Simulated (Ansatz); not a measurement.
**CH5NSSi: a ladder of functionals and wavefunction methods**

How much do the methods differ for CH5NSSi? The plan is to run it at one geometry with functionals of several rungs and with coupled cluster. The yardstick is the atomisation energy at the CCSD(T) limit.

The runs use Ansatz 0.2.0, Gaussian basis; functionals in def2-TZVPP, the program's frozen cores in correlated methods.

Levels to be run: LDA (SPW92), PBE-D4, revPBE-D4, BLYP-D4, r2SCAN-D4, B97M-V, PBE0-D4, B3LYP-D4, r2SCANh-D4, r2SCAN0-D4, HSE06-D4, BHLYP-D4, CAM-B3LYP-D4, LC-ωPBE, ωB97X-V, ωB97M-V, B2PLYP, PBE-QIDH; CCSD(T)/def2-SVP; CCSD(T)/def2-TZVPP; MP2/def2-QZVPP; extrapolation to the limit; RPA on PBE.

**1. The geometry**

An earlier PBE0-D4 in a triple-zeta def2 set relaxation fixed the geometry.

SMILES `[SiH3]/N=C\S`, 9 atoms, charge 0, spin multiplicity 1.

Atoms are counted from 1 here; the program's logs count them from 0.

Bond lengths: Si1–N2 1.723 Å, Si1–H5 1.483 Å, Si1–H6 1.497 Å, Si1–H7 1.483 Å, N2–C3 1.252 Å, C3–S4 1.769 Å, C3–H8 1.097 Å, S4–H9 1.345 Å. Angles: N2–Si1–H5 107.6°, N2–Si1–H6 115.1°, N2–Si1–H7 107.6°, H5–Si1–H6 108.2°, H5–Si1–H7 110.2°, H6–Si1–H7 108.2°, Si1–N2–C3 134.8°, N2–C3–S4 130.8°, N2–C3–H8 120.6°, S4–C3–H8 108.6°, C3–S4–H9 96.7°.

**2. LDA**

This LDA is Slater exchange with PW92 correlation.

Contents of in.yaml:

```yaml
crystal:
  periodic: [false, false, false]
  atoms:
    - {symbol: Si, position_ang: [-0.109109, 1.070209, -0.805229]}
    - {symbol: N, position_ang: [0.140951, -0.633166, -0.725478]}
    - {symbol: C, position_ang: [0.218094, -1.470054, 0.202054]}
    - {symbol: S, position_ang: [0.096359, -1.266652, 1.955439]}
    - {symbol: H, position_ang: [-1.319492, 1.307566, -1.628173]}
    - {symbol: H, position_ang: [-0.303219, 1.746822, 0.515488]}
    - {symbol: H, position_ang: [1.079561, 1.667602, -1.460409]}
    - {symbol: H, position_ang: [0.389351, -2.531359, -0.015751]}
    - {symbol: H, position_ang: [-0.103895, 0.062831, 1.944956]}
basis:
  gaussian: {orbitals: def2-TZVPP}
hamiltonian: {xc: lda}
output: {orbitals: {seedname: orbitals}}
```

On the command line:

```sh
$ ansatz run in.yaml --threads 2 --pin off --events-out ev --progress --plain --max-ram 4352MiB
```

Further steps of the session: PBE-D4 (GGA); revPBE-D4 (GGA); BLYP-D4 (GGA); r2SCAN-D4 (meta-GGA); B97M-V (meta-GGA); B3LYP-D4 (hybrid); r2SCANh-D4 (hybrid); r2SCAN0-D4 (hybrid); HSE06-D4 (hybrid); BHLYP-D4 (hybrid); CAM-B3LYP-D4 (range-separated); LC-ωPBE (range-separated); ωB97X-V (range-separated); ωB97M-V (range-separated); B2PLYP (double hybrid); PBE-QIDH (double hybrid); CCSD(T) in def2-SVP; CCSD(T) in def2-TZVPP; MP2 in def2-QZVPP; RPA on PBE orbitals.

Q: Predict the results of all the runs planned. Wanted: atomisation energy, CCSD(T)/CBS; farthest beyond LDA; mean size of error, GGA; mean size of error, meta-GGA; mean size of error, hybrid; mean size of error, range-separated; mean size of error, double hybrid; gap, smallest and largest; T1 diagnostic.

**Answer**, as computed:

```
                               quantity                                                value
        atomisation energy, CCSD(T)/CBS                                            31.352 eV
    functionals within 0.157 eV (0.5 %)  revPBE-D4, r2SCAN-D4, PBE0-D4, r2SCANh-D4, HSE06-D4
                    farthest beyond LDA                                 BHLYP-D4 (-0.874 eV)
                mean size of error, GGA                                             0.369 eV
           mean size of error, meta-GGA                                             0.197 eV
             mean size of error, hybrid                                             0.304 eV
    mean size of error, range-separated                                             0.254 eV
      mean size of error, double hybrid                                             0.339 eV
              gap, smallest and largest            3.87 eV (LDA (SPW92)), 11.23 eV (LC-ωPBE)
                          T1 diagnostic                                               0.0148
triples share of the correlation energy                                                4.5 %
```

**Reading.** The LDA atomisation energy is off by 4.763 eV (15 %): it overbinds. PBE-D4 is off by +0.757 eV. Double hybrids carry the basis error of their MP2 part in triple zeta, and no dispersion term here, so their miss is partly the set-up's. By mean error the best rung here is meta-GGA (0.197 eV) and the worst beyond LDA is GGA (0.369 eV). The gap between the best rungs is small, so their order is not settled. The reference freezes the cores and leaves out relativity and excitations past (T), so misses under about 0.157 eV can't be ranked. Hartree-Fock recovers 69 % of the binding; the rest is correlation. CCSD(T) in def2-SVP is off by -2.300 eV, worse than the median functional, from the basis alone. Orbital gaps span 3.9 to 11.2 eV; exact exchange widens them.
